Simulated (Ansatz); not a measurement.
# ZrTlAs: the cost of one run

Computed with Ansatz 0.2.0 (DFT PBE, scalar-relativistic, plane waves, PAW, unless a step's input says otherwise).

**1. The starting structure**

It takes space group P4/nmm (No. 129, tetragonal). Conventional cell: a = 4.426 Å, b = 4.426 Å, c = 7.727 Å, α = 90.00°, β = 90.00°, γ = 90.00°. Around Zr (site symmetry -4m2) lie 4 As at 2.51 Å. Around Tl (site symmetry 4mm) lie 4 Zr at 3.26 Å and 5 As at 3.35 to 3.58 Å. As (site symmetry 4mm) has 4 Zr at 2.51 Å and 5 Tl at 3.35 to 3.58 Å as nearest neighbours.

As a file:

```
CELL_PARAMETERS angstrom
4.42575 0.00000 0.00000
0.00000 4.42575 0.00000
0.00000 0.00000 7.72672
ATOMIC_POSITIONS crystal
Zr 0.00000 0.00000 0.00000
Zr 0.50000 0.50000 0.00000
Tl 0.00000 0.50000 0.30950
Tl 0.50000 0.00000 0.69050
As 0.00000 0.50000 0.84568
As 0.50000 0.00000 0.15432
```

Recipe of the guess: species swapped into a database cell of PrFeSi (P4/nmm, No. 129), with Tl on the Pr sites, Zr on the Fe sites and As on the Si sites. Its size is a rough estimate.

**2. Probe: one point on a coarse mesh**

Contents of input.yaml:

```yaml
crystal:
  lattice:
    - [4.42574854, 0.0, 0.0]
    - [0.0, 4.42574854, 0.0]
    - [0.0, 0.0, 7.72671637]
  atoms:
    - { symbol: Zr, position: [0.0, 0.0, 0.0] }
    - { symbol: Zr, position: [0.5, 0.5, 0.0] }
    - { symbol: Tl, position: [0.0, 0.5, 0.30949688] }
    - { symbol: Tl, position: [0.5, 0.0, 0.69050312] }
    - { symbol: As, position: [0.0, 0.5, 0.84568381] }
    - { symbol: As, position: [0.5, 0.0, 0.15431619] }
basis:
  ecutwfc: 420
kpoints:
  mp_grid: { grid: [4, 4, 2] }
hamiltonian:
  xc: pbe
scf:
  occupations: { method: gaussian, width: 0.1 }
  lower_state_search: "off"
output:
  forces: true
  stress: true
  eigenvalues: true
```

Launch:

```bash
> ansatz run input.yaml --threads 1 --pin off --max-ram 2048MiB --backend cpu --events-out ev --progress --plain --runs-dir out
```

**Question.** How long does this run take on 1 thread of Intel Xeon 6975P-C (Granite Rapids), shared host, and how much memory does it need?

About 3.4 s, with a peak of 0.48 GiB.
